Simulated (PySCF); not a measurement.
# C4H5BF2: the cost of one run

Programs: PySCF 2.14.0, with density-fitted response routines of our own. Each step states its level of theory. These are calculated values for one molecule in the gas phase, unless marked as measured. Atoms are numbered from 0 throughout.

### Step 1. The molecule as given

12 atoms, charge 0, multiplicity 1; geometry from: GFN2-xTB. The atoms were then displaced at random by about 0.01 Å, so the start is not that level's minimum.

Bonds of the start (Å): F0–B1 1.35, B1–F2 1.32, B1–C3 1.50, C3–C4 1.38, C4–C5 1.50, C5–C6 1.55, C6–C3 1.53, C4–H7 1.06, C5–H8 1.10, C5–H9 1.08, C6–H10 1.08, C6–H11 1.09.

### Step 2. Geometry optimisation at PBE0-D3(BJ)/def2-SVP

The job: settings as JSON, then the geometry in Å.

```
{"job": {"xc": "PBE0", "basis": "def2-SVP", "d3": "d3bj", "grid": 1, "shake": 0.01, "kind": "geom"}, "charge": 0, "multiplicity": 1}
F      2.668480    -1.436950     0.538620
B      2.034500    -0.273990     0.253030
F      2.841770     0.759490     0.142260
C      0.553740    -0.154570     0.066040
C     -0.505480    -1.039690     0.112180
C     -1.562040    -0.015840    -0.185760
C     -0.392160     1.003410    -0.251080
H     -0.543610    -2.083980     0.309250
H     -2.283750     0.153950     0.631400
H     -2.095920    -0.180660    -1.108260
H     -0.250720     1.453100    -1.219380
H     -0.425110     1.787470     0.511580
```

Run with:

```sh
$ OMP_NUM_THREADS=1 python probes_run.py task.json out
```

This one command runs all jobs of the session in turn.

Q: Estimate the wall time and peak memory of this first job on 1 thread of Arm Neoverse V2, shared host.

About 48 s, with a peak of 0.51 GiB.
